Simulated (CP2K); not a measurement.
Runs of CP2K 2026.2 on GaB. Symmetry: P4/mmm, No. 123, tetragonal system. The conventional cell has a = 2.718 Å, b = 2.718 Å, c = 3.236 Å, α = 90.00°, β = 90.00°, γ = 90.00°. Ga (site symmetry 4/mmm) has 8 B at 2.51 Å and 4 Ga at 2.72 Å as nearest neighbours. B (site symmetry 4/mmm) is surrounded by 8 Ga at 2.51 Å and 4 B at 2.72 Å. The cell was built by a generator and needn't be a form met in nature.

```csv
level,gap on the mesh (eV),pressure (GPa),relaxed volume (Å³/atom)
BLYP,none,0.0,(a)
PBEsol,none,0.0,11.60
PBE,none,0.0,12.02
LDA,none,0.0,11.47
```

Alike in all rows: task relaxation of cell and atoms; potentials or basis POTENTIAL_UZH Ga GTH-PBE-q13, B GTH-PBE-q3; TZVP-MOLOPT-PBE-GTH basis; no spin polarisation; cell relaxed; k mesh 8 × 8 × 6; smearing fermi-dirac 0.05 eV.

Q: Estimate the missing entries.

A: (a) 13.48.

Caveats: the basis of atomic orbitals isn't converged, which shifts pressures, moduli and gaps; the potentials were made for another functional, which shifts forces and pressure (some runs).

A k mesh can miss the band edges, and the runs leave out spin-orbit coupling on Ga.

A gap of «none» marks a metal or a gap under the smearing width.
